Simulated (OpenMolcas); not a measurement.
# Ru⁵⁺ among point charges: CASSCF and CASPT2 levels and susceptibility

How does a field of 5 point charges split the states of Ru⁵⁺, and what χT follows?

Program: OpenMolcas 26.06. Level of theory: state-averaged CASSCF and CASPT2, spin-orbit coupling by RASSI with atomic mean-field integrals. These are calculated values, not measurements, unless marked.

### 1 Starting point

* Species: Ru⁵⁺ (ruthenium, Z = 44, 39 electrons)
* Basis: ANO-RCC-VDZP [6s5p3d1f], 43 functions
* Scalar Hamiltonian: DKH2, point nucleus
* Inactive shells: 1s 2s 2p 3s 3p 3d 4s 4p
* Active space: 3 electrons in 5 orbitals (4d)
* Some configurations of this space: 4d³
* Orbitals: optimised for each spin and parity, averaged over all roots

The outer shells:

4d3
```
4d [↑ ][↑ ][↑ ][  ][  ]
```

The ion sits among 5 point charges of -1.3 e arranged as a trigonal bipyramid (D3h), 2 Å from the ion, with the axial distance 2.220 Å.

The work runs as a chain of OpenMolcas steps in one folder; each step below is one input file. Labels, J, g values, rates, χT and fits are worked out afterwards by a script from the matrices that RASSI stores.

### 2 Basis and integrals

The input, a.inp:

```
&GATEWAY
Coord
1

Ru 0.0 0.0 0.0
Basis=ANO-RCC-VDZP
Group=NoSym
NoMove
AngMom=0.0 0.0 0.0
AMFI
XField
5 Angstrom 0
2.000000 0.000000 0.000000 -1.300000
-1.000000 1.732051 0.000000 -1.300000
-1.000000 -1.732051 0.000000 -1.300000
0.000000 0.000000 2.220000 -1.300000
0.000000 0.000000 -2.220000 -1.300000
&SEWARD
```

Started as:

```bash
OMP_NUM_THREADS=1 MOLCAS_MEM=1689 MOLCAS_PROJECT=a pymolcas a.inp > a.log
```

### 3 Reference wave functions, quartets, 10 roots

The input, a.inp:

```
&RASSCF
FileOrb=start.orb
Symmetry=1
Spin=4
nActEl=3 0 0
Inactive=18
Ras2=5
CIRoot=10 10 1
SDav=10
CIMx=300
Iter=120 100
PrWF=0.3
OrbListing=Nothing
MaxOrb=0
>>> COPY $Project.JobIph JOB001
```

start.orb holds the contracted functions of the basis, ordered by shell, or the orbitals of the step before.

### 4 Reference wave functions, doublets, 40 roots

The input, a.inp:

```
&RASSCF
FileOrb=start.orb
Symmetry=1
Spin=2
nActEl=3 0 0
Inactive=18
Ras2=5
CIRoot=40 40 1
SDav=40
CIMx=300
Iter=120 100
PrWF=0.3
OrbListing=Nothing
MaxOrb=0
>>> COPY $Project.JobIph JOB002
```

### 5 RASSI: spin-orbit coupling between the states

The input, a.inp:

```
&RASSI
NrOfJobIphs=2 10 40
1 2 3 4 5 6 7 8 9 10
1 2 3 4 5 6 7 8 9 10 11 12 13 14 15 16 17 18 19 20 21 22 23 24 25 26 27
28 29 30 31 32 33 34 35 36 37 38 39 40
IphNames
JOB001
JOB002
EJob
SpinOrbit
DIPRint=1.0
SOCoupling=1000.0
Subsets=2
Property=9
'ANGMOM' 1 'ANGMOM' 2 'ANGMOM' 3 'MLTPL  1' 1 'MLTPL  1' 2 'MLTPL  1' 3
'AMFI' 1 'AMFI' 2 'AMFI' 3
SOProperty=3
'ANGMOM' 1 'ANGMOM' 2 'ANGMOM' 3
```

### 6 CASPT2: IPEA 0.25, imaginary shift 0.1 (closed shells correlated: 4s 4p)

The input, a.inp:

```
>>> COPY JOB001 $Project.JobIph
&CASPT2
Multistate=10 1 2 3 4 5 6 7 8 9 10
NoMult
Frozen=14
IPEA=0.25
Imaginary=0.1
MaxIter=60
WThr=0.0 0.3 0.05
PrWF=0.5
NoMix
>>> COPY JOB002 $Project.JobIph
&CASPT2
Multistate=40 1 2 3 4 5 6 7 8 9 10 11 12 13 14 15 16 17 18 19 20 21 22
23 24 25 26 27 28 29 30 31 32 33 34 35 36 37 38 39 40
NoMult
Frozen=14
IPEA=0.25
Imaginary=0.1
MaxIter=60
WThr=0.0 0.3 0.05
PrWF=0.5
NoMix
```

(Steps that only read results are left out.)

What does the calculation give? Wanted: spin-free ground state; first state of the same spin within the active space; lowest level; next level.

The runs gave:

| quantity | value |
| --- | --- |
| method | SS-CASPT2, IPEA 0.25, imaginary shift 0.1 (closed shells correlated: 4s 4p) |
| spin-free ground state | 4E, 2-fold in its orbital part |
| first state of the same spin within the active space | 4E at 1670 cm⁻¹ |
| lowest level | 2-fold E1/2, g = 0.70, 0.70, 1.39 |
| next level | 234.0 cm⁻¹ |
| χT at 300 K | 0.23 cm³ K/mol |
| effective moment at 300 K | 1.37 μB |

Cost by method:

```csv
method,time of its own steps,time with the reference
A. CASSCF,8.7 s,8.7 s
"B. SS-CASPT2, IPEA 0.25, imaginary shift 0.1, +4s 4p",3.7 s,12 s
```

Times are of one thread on a shared host.

What this shows: The spin-free ground state (4E) comes to 100 % from free-ion F terms and keeps the highest spin of the shell. χT at 300 K is 0.23, against 1.88 cm³ K/mol for the spin alone, so spin-orbit coupling lowers it. CASPT2 does not keep the components of a term degenerate, and the means are used. The field of point charges can differ much from that of real complexes. This is an electrostatic model: the charges have no orbitals.
